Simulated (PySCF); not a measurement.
# BrFGeH4Si: the cost of one run

Programs: PySCF 2.14.0. All values are calculated, for the isolated system unless a continuum is named. Atoms count from 0, parts from 1.

### Step 1. Starting point

Each species was relaxed by itself at PBE0-D3(BJ)/def2-SVP.

### Step 2. Energies of the species: wB97M-D3(BJ)/def2-TZVPD

The job: settings as JSON, then the geometry in Å.

```
{"job": {"kind": "react", "xc": "wB97M-D3(BJ)", "basis": "def2-TZVPD"}, "charge": 0, "multiplicity": 1}
-1 FGeH5Si charge 0 multiplicity 1
F     -0.591250     0.901730     2.058950
Ge    -0.408690    -0.468130     0.981910
Si     0.430690     0.396650    -1.074550
H     -1.806750    -1.105010     0.865740
H      0.560270    -1.437650     1.686180
H      1.759840     1.036360    -0.846160
H     -0.526180     1.402610    -1.622890
H      0.582070    -0.727060    -2.049080

-1 Br2 charge 0 multiplicity 1
Br     1.149000     0.004110     0.006950
Br    -1.149220     0.004030    -0.006490

+1 BrFGeH4Si charge 0 multiplicity 1
F     -1.333900    -1.256040    -1.467260
Ge    -0.854440     0.226670    -0.684380
Si     0.803200    -0.287560     0.945970
Br     0.143830     1.532330    -2.304730
H     -2.164210     0.923000    -0.280810
H      0.239870    -1.221900     1.963820
H      1.210380     0.994520     1.590970
H      1.955240    -0.910830     0.236460

+1 BrH charge 0 multiplicity 1
Br     0.714030     0.001250     0.006780
H     -0.708020     0.001170    -0.007020
```

With the program's defaults for keys left out, this is: wB97M-D3(BJ)/def2-TZVPD reaction energy of separated species, gas phase.

The run is started by

```sh
$ OMP_NUM_THREADS=1 python cluster_run.py task.json out
```

This one command runs all jobs of the session in turn.

Q: Estimate the wall time and peak memory of this first job on 1 thread of Arm Neoverse V1, shared host.

About 41 s, with a peak of 0.79 GiB.
